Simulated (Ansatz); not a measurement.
**ZrH2 (triplet): wave-function methods side by side, def2-TZVP**

An exercise on one series of results from a longer session: the logs are not shown, and one member is left open.

Computed with Ansatz 0.2.0, Gaussian basis. Level: def2-TZVP, core rule «outside noble gas», up to 4 orbitals frozen.

To be run: UHF; CCSD(T) on ROHF; CCSD(T) on UHF; CISD; CCSDT(Q) on ROHF; CCSDT(Q) on UHF.

21 further runs of the same task are left out: 6 for a known fault of the program, 7 that didn't finish, 8 set aside as unsound or not needed.

## The system

The geometry is a PBE0/def2-TZVP stationary point (not a proven minimum) of the parent state, kept for this charge and spin. No spin-orbit coupling is included. Elements past krypton take def2 core potentials.

3 atoms, charge 0, spin multiplicity 3.

Atoms are counted from 1 here; the program's logs count them from 0.

Bond lengths: Zr1–H2 1.969 Å, Zr1–H3 1.969 Å. Angles: H2–Zr1–H3 180.0°.

The first run:

in.yaml reads:

```yaml
crystal:
  periodic: [false, false, false]
  atoms:
    - {symbol: Zr, position_ang: [0.000000, 0.000000, 0.000000]}
    - {symbol: H, position_ang: [0.000000, 0.000000, -1.968800]}
    - {symbol: H, position_ang: [0.000000, 0.000000, 1.968800]}
basis:
  gaussian: {orbitals: def2-TZVP}
magnetization: {spin_polarized: true, initial_magnetization: 2}
hamiltonian: {xc: hf}
output: {orbitals: {seedname: orbitals}}
```

Run with:

```console
> ansatz run in.yaml --threads 1 --pin off --events-out ev --progress --plain --max-ram 2393MiB
```

Steps of the session up to this table: UHF; CCSD(T) on ROHF; CCSD(T) on UHF; CISD; CCSDT(Q) on ROHF; CCSDT(Q) on UHF.

One table of the session follows, with a row left open; its other results are not shown here.

It belongs to the step «Misses and costs». 

```
   method  from RCCSDT(Q) (meV)
     ROHF               +2251.3
      UHF                     ?
     RMP2                +549.5
     UMP2                +474.6
     CISD                +115.3
    RCCSD                 +55.6
    UCCSD                 -17.8
 RCCSD(T)                 +16.8
 UCCSD(T)                 -56.0
   RCCSDT                  +0.9
   UCCSDT                 -72.0
RCCSDT(Q)                     0
UCCSDT(Q)                 -72.8
```

**Question.** Estimate the row for UHF.

The run gave: from RCCSDT(Q) (meV): +2147.3. In the column «from RCCSDT(Q) (meV)» it lies between RMP2 (+549.5) and ROHF (+2251.3).

Limits of these values: Restricted and unrestricted rows rest on different reference determinants; where their highest levels disagree by more than a few hundredths of an eV, they describe different states and don't form one ladder.
